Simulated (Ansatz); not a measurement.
# F2H4SeSi: the cost of one run

The runs use Ansatz 0.2.0, Gaussian basis; PBE-D4/def2-SVP.

**1. The system as given**

The start, a first-order saddle point found at PBE0-D4 in triple zeta: 8 atoms, charge 0, spin multiplicity 1.

Atoms are counted from 1 here; the program's logs count them from 0.

Bond lengths: Si1–H2 1.692 Å, Si1–F3 1.585 Å, Si1–F4 1.608 Å, Si1–H5 1.467 Å, Si1–Se7 2.557 Å, Se7–H8 1.469 Å. Angles: H2–Si1–F3 118.4°, H2–Si1–F4 81.9°, H2–Si1–H5 114.2°, H2–Si1–Se7 79.4°, F3–Si1–F4 98.2°, F3–Si1–H5 126.0°, F3–Si1–Se7 90.7°, F4–Si1–H5 100.6°, F4–Si1–Se7 161.3°, H5–Si1–Se7 87.3°, Si1–Se7–H8 94.8°.

As a file:

```
Si   -0.3448   -0.5478   -0.3739
H    -0.6498   -0.1710    1.2471
F    -0.7712    0.4995   -1.4848
F    -1.7531   -1.3094   -0.2245
H     0.5585   -1.6878   -0.5657
H     0.1996    0.2376    1.1170
Se    1.7273    0.8432    0.1839
H     1.0335    2.1357    0.1010
```

**2. The run**

md/in.yaml

```yaml
crystal:
  periodic: [false, false, false]
  atoms:
    - {symbol: Si, position_ang: [-0.344823, -0.547795, -0.373943]}
    - {symbol: H, position_ang: [-0.649805, -0.171014, 1.247117]}
    - {symbol: F, position_ang: [-0.771231, 0.499509, -1.484757]}
    - {symbol: F, position_ang: [-1.753083, -1.309368, -0.224541]}
    - {symbol: H, position_ang: [0.558524, -1.687848, -0.565729]}
    - {symbol: H, position_ang: [0.199587, 0.237595, 1.117006]}
    - {symbol: Se, position_ang: [1.727319, 0.843207, 0.183888]}
    - {symbol: H, position_ang: [1.033512, 2.135714, 0.100960]}
basis:
  gaussian: {orbitals: def2-SVP}
hamiltonian: {xc: pbe, dispersion: d4}
md: {n_steps: 40, timestep: 1.0, temperature: 300, ensemble: nve, seed: 549, initial_velocities: maxwell_boltzmann}
```

Started as:

```
> ansatz run in.yaml --threads 4 --pin off --events-out ev --progress --plain --max-ram 9574MiB
```

**Question.** How long does this run take on 4 threads of Intel Xeon Platinum 8488C, shared host?

About 23 s.
